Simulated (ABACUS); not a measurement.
Ba2Tl5V3O12:

```
CELL_PARAMETERS angstrom
8.15421 0.00000 0.00000
-4.07711 7.06176 0.00000
0.00000 0.00000 6.92128
ATOMIC_POSITIONS crystal
Tl 0.50000 0.00000 0.50000
Tl 0.00000 0.50000 0.50000
Tl 0.50000 0.50000 0.50000
Tl 0.33333 0.66667 0.22489
Tl 0.66667 0.33333 0.77511
Ba 0.00000 0.00000 0.23552
Ba 0.00000 0.00000 0.76448
V 0.50000 0.00000 0.00000
V 0.00000 0.50000 0.00000
V 0.50000 0.50000 0.00000
O 0.33890 0.34334 0.81444
O 0.65666 0.99556 0.81444
O 0.00444 0.66110 0.81444
O 0.34334 0.33890 0.18556
O 0.99556 0.65666 0.18556
O 0.66110 0.00444 0.18556
O 0.66110 0.65666 0.18556
O 0.34334 0.00444 0.18556
O 0.99556 0.33890 0.18556
O 0.65666 0.66110 0.81444
O 0.00444 0.34334 0.81444
O 0.33890 0.99556 0.81444
```

The cell was built by a generator and needn't be a form met in nature.

Base run:

| Item | Value |
| --- | --- |
| Program | ABACUS 3.10.1 |
| Functional | PBEsol |
| Potentials or basis | SG15 ONCV 1.2 PBE |
| Cutoff | 1361 eV |
| Density cutoff | 5442 eV |
| Basis | DZP LCAO (the cutoffs set its grid) |
| k mesh | 3 × 3 × 3 |
| Occupations | fermi-dirac, width 0.05 eV |
| Spin | collinear spin, ferromagnetic start |
| Starting moments | [0.0, 0.0, 0.0, 0.0, 0.0, 0.0, 0.0, 2.0, 2.0, 2.0, 0.0, 0.0, 0.0, 0.0, 0.0, 0.0, 0.0, 0.0, 0.0, 0.0, 0.0, 0.0] μB |

Its results: band gap on the k mesh none (metal or under the smearing width); pressure -1.8 GPa; net moment 0.00 μB per cell; largest force 0.118 eV/Å.

Problem. The run is repeated on the same cell with these changes: functional from PBEsol to PBE. What comes out?

Solution. Band gap on the k mesh none (metal or under the smearing width); pressure 1.9 GPa; net moment 0.00 μB per cell; largest force 0.207 eV/Å.

PBE binds less tightly than PBEsol, so the same cell stands under more pressure.

Caveats: the atomic orbitals were generated for these runs and aren't a published set; the basis of atomic orbitals isn't converged, which shifts pressures, moduli and gaps; semilocal functionals often make such compounds metallic where correlation or magnetic order opens a gap, which also shifts bond lengths; the potentials were made for another functional, which shifts forces and pressure (some runs).

Not every run made on this cell is shown here.
